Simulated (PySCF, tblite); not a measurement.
# C3H12N2Si2: geometry, infrared bands and NMR shifts

What infrared bands and NMR shifts should C3H12N2Si2 (`C=CCN[SiH2][SiH2]N`) show?

The runs use tblite 0.8.0 and PySCF 2.14.0, with density-fitted response routines of our own; the level of theory stands in each step. All values are computed, except where a source is named. Atoms count from 0, in the outputs and in this text.

## (1) Starting geometry

19 atoms, charge 0, multiplicity 1; geometry from: force field or distance geometry start.

Bonds of the start (Å): C0–C1 1.31, C1–C2 1.48, C2–N3 1.42, N3–Si4 1.77, Si4–Si5 2.24, Si5–N6 1.80, C0–H7 1.08, C0–H8 1.10, C1–H9 1.11, C2–H10 1.14, C2–H11 1.13, N3–H12 1.00, Si4–H13 1.48, Si4–H14 1.47, Si5–H15 1.48, Si5–H16 1.47, N6–H17 1.05, N6–H18 1.06.

## (2) Optimising the geometry with GFN2-xTB

The job: settings as JSON, then the geometry in Å.

```
{"job": {"kind": "relax", "xc": "GFN2-xTB", "basis": "xTB"}, "charge": 0, "multiplicity": 1}
C     -3.165100     1.042600     0.502200
C     -2.182500     0.184700     0.640900
C     -1.801300    -0.775300    -0.422000
N     -0.479000    -0.638100    -0.917400
Si     0.818800    -0.879400     0.257300
Si     2.307400     0.789100     0.061400
N      3.926800     0.104700     0.442500
H     -3.475800     1.760200     1.251300
H     -3.703400     1.014700    -0.453600
H     -1.594200     0.139200     1.582500
H     -2.507500    -0.525200    -1.282900
H     -2.103100    -1.826300    -0.133700
H     -0.313700     0.011900    -1.662900
H      1.540900    -2.125500    -0.087000
H      0.356300    -0.972800     1.651200
H      2.017600     1.880600     1.017000
H      2.282500     1.269500    -1.328100
H      4.248200     0.499800     1.365300
H      3.817400    -0.945000     0.538900
```

On the command line:

```
OMP_NUM_THREADS=1 python probes_run.py task.json out
```

One launch serves the whole session: the jobs run in the order shown.

**Question.** This job is followed by: GFN2-xTB harmonic vibrations, gas phase; GIAO PBE0/pcSseg-1 NMR shielding, non-relativistic, gas phase. What will the session give for the following? strongest single infrared mode (GFN2-xTB); zero-point energy (GFN2-xTB); 13C shifts against TMS (PBE0/pcSseg-1); 1H shifts against TMS (PBE0/pcSseg-1, means over atoms taken as alike); 15N shifts against NH3 (PBE0/pcSseg-1); 29Si shifts against TMS (PBE0/pcSseg-1).

**Answer**, as computed:

| quantity | value |
| --- | --- |
| strongest single infrared mode (GFN2-xTB) | 2099 cm⁻¹, 688 km/mol |
| zero-point energy (GFN2-xTB) | 90.1 kcal/mol |
| 13C shifts against TMS (PBE0/pcSseg-1) | 147.9, 119.4, 55.8 ppm |
| 1H shifts against TMS (PBE0/pcSseg-1, means over atoms taken as alike) | 6.42, 5.27, 5.21, 5.10, 5.01, 3.47, -0.35, -0.51 ppm |
| 15N shifts against NH3 (PBE0/pcSseg-1) | 26.9, -4.6 ppm |
| 29Si shifts against TMS (PBE0/pcSseg-1) | -53.5, -55.7 ppm |

**Reading.** Over 151 steps the energy fell by 0.843 eV; of the close pairs, Si5–N6 changed most, 1.799 to 1.725 Å. All 51 modes are real, so the xTB geometry is a minimum. The strongest single mode, at 2099 cm⁻¹, moves mainly H16. GFN2-xTB is a fitted tight-binding method: band positions and strengths are rough. Its intensities can rank the bands wrongly. The most deshielded carbon is C1 (alkene CH), at 147.9 ppm: as expected for a trigonal carbon in a double bond. H9 (hydrogen on an alkene CH) lies farthest downfield among hydrogen, at 6.42 ppm; attached to an sp2 carbon and in the plane of the double bond. At PBE0/pcSseg-1: The widest tensor belongs to C1: span 243 ppm, with a paramagnetic part of -219 ppm.
